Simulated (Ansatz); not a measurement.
**OF (Oxygen monofluoride) at RPA@PBE/aug-cc-pVTZ**

What is the electronic atomisation energy of OF (Oxygen monofluoride) at RPA@PBE/aug-cc-pVTZ? 

The results are computed with Ansatz 0.2.0.

38 further runs of the same task are left out: 38 set aside as unsound or not needed.

### 1 The molecule

OF has 2 atoms, charge 0, and is taken as a doublet. SMILES: `[O]F`. The coordinates come from a PBE0-D4/def2-TZVP relaxation.

Bond lengths: O1–F2 1.330 Å.

### 2 The energy at RPA@PBE/aug-cc-pVTZ

job.yaml reads:

```yaml
crystal:
  periodic: [false, false, false]
  atoms:
    - symbol: O
      position_ang: [0.000000, 0.000000, -0.015950]
    - symbol: F
      position_ang: [-0.000000, -0.000000, 1.314400]
basis:
  gaussian: {orbitals: aug-cc-pVTZ}
magnetization: {spin_polarized: true, initial_magnetization: 1}
hamiltonian: {xc: {name: PBE}}
correlation: {method: rpa, frozen_orbitals: {F: 1, O: 1}}
accuracy: high
```

The run is started by

```console
ansatz run job.yaml --threads 1 --pin off --max-ram 3480MiB --events-out events.jsonl --progress --plain --runs-dir runs
```

Log:

```text
Warning: RAYON_NUM_THREADS=1 ignored (pool sized by the plan → 1); use --threads N
Functional definition: PBE
  name "PBE"
  parameter kappa = 0.804
  parameter beta = 0.06672455060314922
  exchange = pbe_x(kappa = kappa, mu = beta*pi^2/3)
  correlation = pbe_c(beta = beta)
1299 factors; integrals over basis functions are off by at most 3.4e-9 eV
mean field evaluation 1: about -4754.9453 eV, gradient 2.0e1 eV
mean field evaluation 2: about -4754.9494 eV, gradient 2.0e1 eV
mean field evaluation 4: about -4756.0485 eV, gradient 7.8e0 eV
mean field evaluation 8: about -4756.2006 eV, gradient 8.2e-2 eV
mean field evaluation 16: about -4756.2006 eV, gradient 5.1e-6 eV
mean field evaluation 32: about -4756.1991 eV, gradient 2.5e-1 eV
mean field -4756.20064612 eV, -174.7871498764 hartree, gradient 4.0e-8 eV, S^2 0.752105; 4 other end points of the search recorded, 0 dependent functions left out
2 core orbitals not correlated: weight in the atoms' cores, before any rotation towards them, 1.000 or more for the frozen orbitals, at most 0.000 for the correlated occupied ones
reference -4739.08722355 eV, -174.1582431969 hartree; 7, 6 occupied and 83, 84 virtual orbitals, 1299 factors
Total energy: -4759.11387833 eV, -174.8942091855 hartree
```

Run time: 6.6 s. Hardware: 1 thread of Arm Neoverse V1, shared host; peak memory 0.27 GiB.

### 3 The F atom at the same level

in.yaml reads:

```yaml
basis:
  gaussian: {orbitals: aug-cc-pVTZ}
crystal:
  periodic: [false, false, false]
  atoms:
    - symbol: F
      position_ang: [0.000000, 0.000000, 0.000000]
magnetization: {spin_polarized: true, initial_magnetization: 1}
hamiltonian: {xc: {name: PBE}}
correlation: {method: rpa, frozen_orbitals: {F: 1}}
accuracy: high
```

The run is started by

```console
ansatz run in.yaml --threads 1 --pin off --max-ram 3480MiB --events-out events.jsonl --progress --plain --runs-dir runs
```

Log, shortened:

```text
Warning: RAYON_NUM_THREADS=1 ignored (pool sized by the plan → 1); use --threads N
[... 2 set-up lines as earlier in the session ...]
[...]
490 factors; integrals over basis functions are off by at most 2.0e-9 eV
[...]
mean field -2712.03428970 eV, -99.6654218637 hartree, gradient 4.2e-9 eV, S^2 0.751489; 5 other end points of the search recorded, 0 dependent functions left out
1 core orbitals not correlated: weight in the atoms' cores, before any rotation towards them, 1.000 or more for the frozen orbitals, at most 0.000 for the correlated occupied ones
reference -2704.77479212 eV, -99.3986402481 hartree; 4, 3 occupied and 41, 42 virtual orbitals, 490 factors
Total energy: -2714.19431182 eV, -99.7448012126 hartree
```

It took 1.6 s on 1 thread of Arm Neoverse V1, shared host; peak memory 0.1 GiB.

### 4 The O atom

input.yaml reads:

```yaml
crystal:
  periodic: [false, false, false]
  atoms:
    - {symbol: O, position_ang: [0.000000, 0.000000, 0.000000]}
basis:
  gaussian:
    orbitals: aug-cc-pVTZ
magnetization:
  spin_polarized: true
  initial_magnetization: 2
accuracy: high
correlation:
  method: rpa
  frozen_orbitals: {O: 1}
hamiltonian:
  xc: pbe
```

Run the same way, it converges to -75.08026 Eh (log not shown).

### 5 Summary of results

At RPA@PBE/aug-cc-pVTZ, 2 core orbitals frozen:

| quantity | value |
| --- | --- |
| molecule: total energy | -174.89421 Eh |
| molecule: RPA correlation energy (valence) | -736.0 mEh |
| molecule: ⟨S²⟩ of the reference determinant | 0.752 |
| F atom: total energy | -99.74480 Eh |
| F atom: RPA correlation energy (valence) | -346.2 mEh |
| F atom: ⟨S²⟩ of the reference determinant | 0.751 |
| O atom: total energy | -75.08026 Eh |
| O atom: RPA correlation energy (valence) | -274.0 mEh |
| O atom: ⟨S²⟩ of the reference determinant | 2.003 |
| electronic atomisation energy | 1.882 eV |

**Reading.** Taking the molecule apart into free atoms costs 1.88 eV (43 kcal/mol), before zero-point energy and without spin-orbit coupling.
